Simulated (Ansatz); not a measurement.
# K₂Rb (quartet): geometry and frequencies at several levels

The task, for K₂Rb (quartet): geometry and frequencies at several levels. Spin multiplicity 4.

Program: Ansatz 0.2.0. Level of theory: the levels named in each step. These are calculated values, not measurements.

### Step 1. The starting structure

No two atoms stand within bonding distance.

Coordinates:

```xyz
3

K     2.9462   -0.7858    2.2943
K    -2.0905    1.5081    2.8138
Rb   -0.3867   -0.3327   -2.3373
```

### Step 2. A rough first relaxation, PBE-D4/def2-SVP

Input file input.yaml:

```yaml
crystal:
  periodic: [false, false, false]
  atoms:
    - { symbol: K, position_ang: [2.94623, -0.78576, 2.29432] }
    - { symbol: K, position_ang: [-2.09045, 1.50812, 2.81375] }
    - { symbol: Rb, position_ang: [-0.38667, -0.33265, -2.33725] }
magnetization:
  spin_polarized: true
  initial_magnetization: 3
basis:
  gaussian: { orbitals: def2-SVP }
hamiltonian:
  xc: pbe
  dispersion: d4
relax:
  f_tol: 0.03
  max_steps: 200
```

Run with:

```bash
$ ansatz run input.yaml --threads 2 --pin off --max-ram 5120MiB --backend cpu --events-out ev --progress --plain --runs-dir out
```

Further steps of the session: Relaxation, HF/def2-SVP; Frequencies, HF/def2-SVP; Relaxation, LDA/def2-SVP; Frequencies, LDA/def2-SVP; Relaxation, PBE-D4/def2-SVP; Frequencies, PBE-D4/def2-SVP.

What does the calculation give? Wanted: frequencies at PBE-D4/def2-SVP.

The runs gave:

| quantity | value |
| --- | --- |
| frequencies at PBE-D4/def2-SVP | 19 to 31 cm⁻¹ |

No mode is imaginary, so the geometry is a minimum. Heavy atoms carry effective core potentials in def2 sets, and spin-orbit coupling is left out.
